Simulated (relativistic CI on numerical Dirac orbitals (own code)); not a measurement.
# Pm XXXII (Pm³¹⁺): levels and lines

The task is the spectrum of Pm³¹⁺: levels, purity of their labels, lifetimes and lines; further runs change one setting each.

Method: Dirac-Coulomb-Breit CI, KLI orbitals optimised for each configuration, model QED (radiative potential, 1s self-energy scaled to tabulated hydrogen-like ionisation energies). Code: relativistic CI on numerical Dirac orbitals (own code) version 4.

## (1) The atom as given

```
ion                       : Pm³¹⁺ (Pm XXXII)
nuclear charge            : 61
electrons                 : 30
isotope                   : A = 145
first configuration typed : [Ar] 3d10 4s2
```

The outer shells:

first configuration typed
```
[Ar] core
3d [↑↓][↑↓][↑↓][↑↓][↑↓]
4s [↑↓]
```

## (2) CI with the chosen configurations

Settings of the run:

```ini
atom Pm  Z=61  charge=31  electrons=30
nucleus A=145  rms_radius_fm=4.9620
hamiltonian dirac-coulomb  breit=on  qed=on  c_scale=1
orbitals kli  potential=per-configuration
slater_scale 1
correlation none
mixing on
configurations
  [Ar] 3d10 4s2
  [Ar] 3d10 4s 4p
  [Ar] 3d10 4p2
  [Ar] 3d10 4s 4d
  [Ar] 3d10 4d2
  [Ar] 3d10 4s 4f
  [Ar] 3d10 4p 4d
  [Ar] 3d10 4f2
  [Ar] 3d10 4p 4f
  [Ar] 3d10 4d 4f
  [Ar] 3d10 4s 5s
  [Ar] 3d10 4s 5p
  [Ar] 3d10 4s 5d
  [Ar] 3d10 4s 5f
  [Ar] 3d10 4s 5g
  [Ar] 3d10 4s 6s
  [Ar] 3d10 4s 6p
  [Ar] 3d10 4s 6d
  [Ar] 3d10 4s 6f
  [Ar] 3d10 4s 7s
  [Ar] 3d9 4s2 4p
  [Ar] 3d9 4s2 4d
  [Ar] 3d9 4s2 4f
  [Ar] 3d9 4s2 5s
  [Ar] 3d9 4s2 5p
  [Ar] 3d9 4s2 5d
end
```

Launch:

```sh
python run_levels.py task.json out
```

The settings of every run stand in task.json; they run in order.

## (3) Without QED terms

The settings differ from step 2 so:

```diff
@@ -2,3 +2,3 @@
 nucleus A=145  rms_radius_fm=4.9620
-hamiltonian dirac-coulomb  breit=on  qed=on  c_scale=1
+hamiltonian dirac-coulomb  breit=on  qed=off  c_scale=1
 orbitals kli  potential=per-configuration
```

## (4) The first configuration alone

Settings of the run:

```ini
atom Pm  Z=61  charge=31  electrons=30
nucleus A=145  rms_radius_fm=4.9620
hamiltonian dirac-coulomb  breit=on  qed=on  c_scale=1
orbitals kli  potential=per-configuration
slater_scale 1
correlation none
mixing on
configurations
  [Ar] 3d10 4s2
end
```

(Steps that only read results are left out.)

Before running it: what results should come out? Wanted: lowest level; first excitation; lowest level of the other parity; fastest E1 line; ionisation energy.

**Answer**, as computed:

| run | time | mean size of shift, levels followed (cm⁻¹) | lowest level | ionisation energy (eV) |
| --- | --- | --- | --- | --- |
| main run | 1.2 s | 0 | 4s2 1S0 | 1261.0 |
| without QED terms | 0.72 s | 6299 | 4s2 1S0 | 1261.6 |
| the first configuration alone | 0.031 s | - | 4s2 1S0 | - |

The tabulated theoretical ionisation energy (NIST) is 1261 eV.

| quantity | value |
| --- | --- |
| lowest level | 4s2 1S0 |
| first excitation | 4s 4p 3P°0, 475723 cm⁻¹ |
| lowest level of the other parity | 4s 4p 3P°0, 475723 cm⁻¹ |
| levels in the model | 202 |
| fastest E1 line (by rate) to the lowest level among the lowest 168 of 202 levels | 0.9941 nm, from 3d9 4s2 4f 1P°1 |
| ionisation energy | 1261.0 eV |
| ionisation energy, tabulated theoretical (NIST) | 1261 eV |

The lowest level is 4s2 1S0, 99 % pure in LS and 99 % in jj coupling; over the low levels the means are 86 and 93 %, so both schemes do about equally well. The ionisation energy agrees with the tabulated theoretical value within its uncertainty of 4 eV. Of the changes tried, the run «without QED terms» moves the low levels most, by 6299 cm⁻¹ on average. Lifetimes count radiative decay inside the model alone.
